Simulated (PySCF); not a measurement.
**MgIn at other levels of theory**

Starting from one script, swap the method and compare what comes out for MgIn.

The runs use PySCF 2.14.0; each script names its method and basis.

4 further runs of the same task are left out: 4 that didn't finish.

## (1) The system as given

MgIn: 2 atoms, charge 0, spin multiplicity 2.

Bond lengths: Mg1–In2 2.745 Å.

## (2) The run that the others are compared with

File input.py:

```python
from pyscf import gto, dft

mol = gto.M(
    atom='Mg 0 0 0; In 0 0 2.745',
    basis='lanl2dz',
    ecp={'Mg': 'lanl2dz', 'In': 'lanl2dz'},
    charge=0,
    spin=1,
    verbose=4,
)
mf = dft.UKS(mol, xc='pbesol')
mf.kernel()
mf.stability(internal=True, external=True)
mf.dip_moment()
print('orbital energies (hartree):', [e[max(0, n-3):n+3].round(4) for e, n in zip(mf.mo_energy, mol.nelec)])
```

Run with:

```
$ OMP_NUM_THREADS=1 python input.py
```

## (3) MP2 (UHF)

Run 1 changes step after the SCF: stability → mp2; SCF type: UKS → UHF; functional: pbesol → none (Hartree–Fock).

input.py: that of step 2 with these lines changed.

```diff
@@ -1,2 +1,2 @@
-from pyscf import gto, dft
+from pyscf import gto, scf, mp
 
@@ -10,5 +10,5 @@
 )
-mf = dft.UKS(mol, xc='pbesol')
+mf = scf.UHF(mol)
 mf.kernel()
-mf.stability(internal=True, external=True)
+mp.MP2(mf).kernel()
 mf.dip_moment()
```

## (4) Pbe0

Run 2 changes functional: pbesol → pbe0.

input.py: that of step 2 with these lines changed.

```diff
@@ -10,3 +10,3 @@
 )
-mf = dft.UKS(mol, xc='pbesol')
+mf = dft.UKS(mol, xc='pbe0')
 mf.kernel()
```

## (5) Blyp

Run 3 changes functional: pbesol → blyp.

input.py: that of step 2 with these lines changed.

```diff
@@ -10,3 +10,3 @@
 )
-mf = dft.UKS(mol, xc='pbesol')
+mf = dft.UKS(mol, xc='blyp')
 mf.kernel()
```

## (6) SCF alone

Run 4 changes step after the SCF: stability → none.

input.py: that of step 2 with these lines changed.

```diff
@@ -12,3 +12,2 @@
 mf.kernel()
-mf.stability(internal=True, external=True)
 mf.dip_moment()
```

What does the calculation give? Wanted: for each run, E(SCF); from base; gap, α spin; SCF dipole; after the SCF.

As calculated:

```
      run  E(SCF) (hartree)  from base (eV)  cycles  gap, α spin (eV)  SCF dipole (D)                 after the SCF
     base         -2.659466               0      10              0.11            0.83  unstable: UHF/UKS -> GHF/GKS
MP2 (UHF)         -2.546998  not comparable      14              5.18            1.27     MP2 correlation -1.061 eV
     pbe0         -2.670787  not comparable      11              1.43            0.98  unstable: UHF/UKS -> GHF/GKS
     blyp         -2.649975  not comparable      10              0.17            0.78  unstable: UHF/UKS -> GHF/GKS
SCF alone         -2.659466          0.0000      10              0.11            0.83                           n/a
```

What this shows: The α-spin gap between the frontier levels is 0.1 eV with pbesol (0 % exact exchange) and 1.4 eV with pbe0 (25 %): exact exchange opens it. A lower total energy from another functional means nothing by itself.
